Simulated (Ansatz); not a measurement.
# K3NaS2: the cost of one run

Program: Ansatz 0.2.0. Level of theory: DFT PBEsol, scalar-relativistic, plane waves, PAW. These are calculated values, not measurements.

## (1) Starting point

The structure is hexagonal, space group P-6m2 (No. 187). The conventional cell has a = 5.095 Å, b = 5.095 Å, c = 7.373 Å, α = 90.00°, β = 90.00°, γ = 120.00°. K (site symmetry 3m) has 3 Na at 3.46 Å and 6 S at 3.46 to 3.48 Å and 5 K at 3.48 to 3.72 Å as nearest neighbours. Around K (site symmetry -6m2) lie 3 S at 2.94 Å. Around Na (site symmetry -6m2) lie 3 S at 2.94 Å. Around S (site symmetry -6m2) lie 3 Na at 2.94 Å and 6 K at 3.46 Å. Around S (site symmetry -6m2) lie 9 K at 2.94 to 3.48 Å.

Coordinates:

```cif
data_structure
_symmetry_space_group_name_H-M 'P-6m2'
_symmetry_Int_Tables_number 187
_cell_length_a 5.0945
_cell_length_b 5.0945
_cell_length_c 7.3729
_cell_angle_alpha 90.000
_cell_angle_beta 90.000
_cell_angle_gamma 120.000
_cell_volume 165.72
loop_
_atom_site_label
_atom_site_type_symbol
_atom_site_symmetry_multiplicity
_atom_site_Wyckoff_symbol
_atom_site_fract_x
_atom_site_fract_y
_atom_site_fract_z
_atom_site_occupancy
K1 K 2 i 0.66667 0.33333 0.74770 1
K2 K 1 c 0.33333 0.66667 0.00000 1
Na1 Na 1 b 0.00000 0.00000 0.50000 1
S1 S 1 d 0.33333 0.66667 0.50000 1
S2 S 1 a 0.00000 0.00000 0.00000 1
```

The structure comes from the Materials Project (structure only).

(A quick probe on a coarse mesh, which set the mesh and smearing, is not shown.)

## (3) Full relaxation

File input.yaml:

```yaml
crystal:
  lattice:
    - [5.0945412452, 0.0, 0.0]
    - [-2.5472706226, 4.412002139, 0.0]
    - [0.0, 0.0, 7.372888]
  atoms:
    - { symbol: K, position: [0.66666667, 0.33333333, 0.747703] }
    - { symbol: K, position: [0.66666667, 0.33333333, 0.252297] }
    - { symbol: K, position: [0.33333333, 0.66666667, 0.0] }
    - { symbol: Na, position: [0.0, 0.0, 0.5] }
    - { symbol: S, position: [0.33333333, 0.66666667, 0.5] }
    - { symbol: S, position: [0.0, 0.0, 0.0] }
basis:
  ecutwfc: 420
kpoints:
  mp_grid: { grid: [6, 6, 4] }
hamiltonian:
  xc: pbesol
scf:
  occupations: { method: gaussian, width: 0.02 }
output:
  forces: true
  stress: true
  eigenvalues: true
  write_density: true
  write_potential: true
  elf: true
  volumetric_format: npy
relax:
  adjacent_minimum: "off"
  f_tol: 0.005
  max_steps: 80
  cell: { stress_tol: 0.05 }
```

Run with:

```console
$ ansatz run input.yaml --threads 4 --pin off --max-ram 9216MiB --backend cpu --events-out ev --progress --plain --runs-dir out
```

What time and memory should one allow on 4 threads of Arm Neoverse V2, shared host?

About 19 s, with a peak of 0.47 GiB.
